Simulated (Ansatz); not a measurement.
# C₂H₉AlOSi: small, medium and large basis sets

The task here is to estimate one member of a computed series from the others.

Program: Ansatz 0.2.0, Gaussian basis. Level of theory: one geometry, several basis sets. These are calculated values, not measurements.

The runs, in order: PBE0-D4/def2-SVP; ωB97M-V/def2-SVP; PBE0-D4/def2-QZVPP; ωB97M-V/def2-QZVPP; the functionals' def2-TZVPP values are taken from earlier runs.

### The geometry

An earlier PBE0-D4 in a triple-zeta def2 set relaxation fixed the geometry.

SMILES `C[SiH](C)[AlH][OH]`, 14 atoms, charge 0, spin multiplicity 1.

Atoms are counted from 1 here; the program's logs count them from 0.

Bond lengths: C1–Si2 1.881 Å, C1–H6 1.093 Å, C1–H7 1.092 Å, C1–H8 1.093 Å, Si2–C3 1.886 Å, Si2–Al4 2.455 Å, Si2–H9 1.499 Å, C3–H10 1.093 Å, C3–H11 1.092 Å, C3–H12 1.093 Å, Al4–O5 1.704 Å, Al4–H13 1.596 Å, O5–H14 0.956 Å. Angles: Si2–C1–H6 110.8°, Si2–C1–H7 111.0°, Si2–C1–H8 110.8°, H6–C1–H7 107.6°, H6–C1–H8 108.2°, H7–C1–H8 108.3°, C1–Si2–C3 110.3°, C1–Si2–Al4 111.9°, C1–Si2–H9 108.1°, C3–Si2–Al4 112.0°, C3–Si2–H9 107.2°, Al4–Si2–H9 107.2°, Si2–C3–H10 110.5°, Si2–C3–H11 111.4°, Si2–C3–H12 111.1°, H10–C3–H11 107.9°, H10–C3–H12 107.9°, H11–C3–H12 107.9° and more.

Set-up of the first run:

File in.yaml:

```yaml
crystal:
  periodic: [false, false, false]
  atoms:
    - {symbol: C, position_ang: [-1.613538, -0.072072, 0.915775]}
    - {symbol: Si, position_ang: [0.195147, 0.302601, 0.558884]}
    - {symbol: C, position_ang: [1.287948, -1.105967, 1.172981]}
    - {symbol: Al, position_ang: [0.577615, 0.793872, -1.816046]}
    - {symbol: O, position_ang: [-0.820221, 1.013255, -2.766106]}
    - {symbol: H, position_ang: [-1.935136, -0.973640, 0.388804]}
    - {symbol: H, position_ang: [-2.254804, 0.748626, 0.587558]}
    - {symbol: H, position_ang: [-1.774514, -0.226803, 1.986013]}
    - {symbol: H, position_ang: [0.577568, 1.528635, 1.332620]}
    - {symbol: H, position_ang: [1.143642, -1.262524, 2.245367]}
    - {symbol: H, position_ang: [2.345713, -0.891773, 1.003631]}
    - {symbol: H, position_ang: [1.048784, -2.041992, 0.661900]}
    - {symbol: H, position_ang: [1.990929, 0.934232, -2.544601]}
    - {symbol: H, position_ang: [-0.782032, 1.224252, -3.698181]}
basis:
  gaussian: {orbitals: def2-SVP}
hamiltonian: {xc: pbe0, dispersion: d4}
output: {orbitals: {seedname: orbitals}}
```

On the command line:

```
$ ansatz run in.yaml --threads 4 --pin off --events-out ev --progress --plain --max-ram 10444MiB
```

Among the steps run: PBE0-D4 in def2-SVP; ωB97M-V in def2-SVP; PBE0-D4 in def2-QZVPP; ωB97M-V in def2-QZVPP.

One of the session's tables, all rows but one given; the rest of the session is left out.

It belongs to the step «Density functionals: the series». 

```
functional       basis  HOMO (eV)
   PBE0-D4    def2-SVP      -6.97
   PBE0-D4  def2-TZVPP      -7.00
   PBE0-D4  def2-QZVPP      -7.02
   ωB97M-V    def2-SVP      -8.94
   ωB97M-V  def2-TZVPP      -9.01
   ωB97M-V  def2-QZVPP          ?
```

Q: Estimate the row for ωB97M-V, def2-QZVPP from the others.

As computed: HOMO (eV): -9.03. In the column «HOMO (eV)» it is the lowest.
